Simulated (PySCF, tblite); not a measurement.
**C₅H₄ClF₂O radical: geometry, infrared bands and EPR parameters**

What infrared bands and EPR parameters should C₅H₄ClF₂O radical (`O=C=C([CH]Cl)CC(F)F`) show?

Computed with tblite 0.8.0 and PySCF 2.14.0, with density-fitted response routines of our own, on a single molecule in the gas phase. Atoms are numbered from 0 throughout.

### 1 The starting structure

13 atoms, charge 0, multiplicity 2; geometry from: force field or distance geometry start.

Bonds of the start (Å): O0–C1 1.17, C1–C2 1.31, C2–C3 1.42, C3–Cl4 1.71, C2–C5 1.52, C5–C6 1.51, C6–F7 1.35, C6–F8 1.35, C3–H9 1.09, C5–H10 1.10, C5–H11 1.10, C6–H12 1.10.

### 2 Geometry optimisation with GFN2-xTB

What the job is given:

```
{"job": {"kind": "relax", "xc": "GFN2-xTB", "basis": "xTB"}, "charge": 0, "multiplicity": 2}
O      0.770300     2.941800     0.670700
C      0.722600     1.808900     0.380900
C      0.715700     0.534300     0.082700
C      1.756000    -0.291800     0.589700
Cl     1.844200    -1.988600     0.356800
C     -0.373400    -0.039100    -0.811300
C     -1.505800    -0.666400    -0.027300
F     -2.411300    -1.172100    -0.888900
F     -2.146300     0.280000     0.696700
H      2.560200     0.073400     1.221800
H     -0.789500     0.756800    -1.440000
H      0.044100    -0.770900    -1.511600
H     -1.191300    -1.465700     0.661900
```

On the command line:

```bash
$ OMP_NUM_THREADS=1 python probes_run.py task.json out
```

The driver reads the jobs from task.json and runs them one after another.

**Question.** This job is followed by: GFN2-xTB harmonic vibrations, gas phase; UKS B3LYP, pcH-1 on C Cl F H O, non-relativistic, mean-field spin-orbit, GIAO. Predict these results of the whole session: strongest single infrared mode (GFN2-xTB); zero-point energy (GFN2-xTB); g(iso) (B3LYP); ⟨S²⟩; largest a(iso) (averaged by class); potential on the surface of density 0.002 e/bohr³, 1st and 99th percentile.

**Answer**, as computed:

```
                                                                  quantity                   value
                                 strongest single infrared mode (GFN2-xTB)  2214 cm⁻¹, 1289 km/mol
                                              zero-point energy (GFN2-xTB)           49.0 kcal/mol
                                                            g(iso) (B3LYP)                 2.00384
                                                                      ⟨S²⟩      0.762 (exact 0.75)
                                        largest a(iso) (averaged by class)     13C on C3, 76.5 MHz
potential on the surface of density 0.002 e/bohr³, 1st and 99th percentile      -0.77 V and 1.66 V
```

What this shows: The optimisation took 40 steps and gained 0.084 eV; among the close pairs (by a distance rule), C1–C2 changed most, from 1.309 to 1.332 Å. All 33 modes are real, so the xTB geometry is a minimum. The strongest single mode, at 2214 cm⁻¹, moves mainly C1. GFN2-xTB is a fitted tight-binding method: band positions and strengths are rough. Its intensities can rank the bands wrongly. C3 carries the largest spin population, 0.72 e. The isotropic g lies 1.5 ppt above the free-electron value. These values are for one conformer; the search (at its own cheap level) found 2 more, at 0.63, 1.19 kcal/mol, and measured spectra average over such forms.
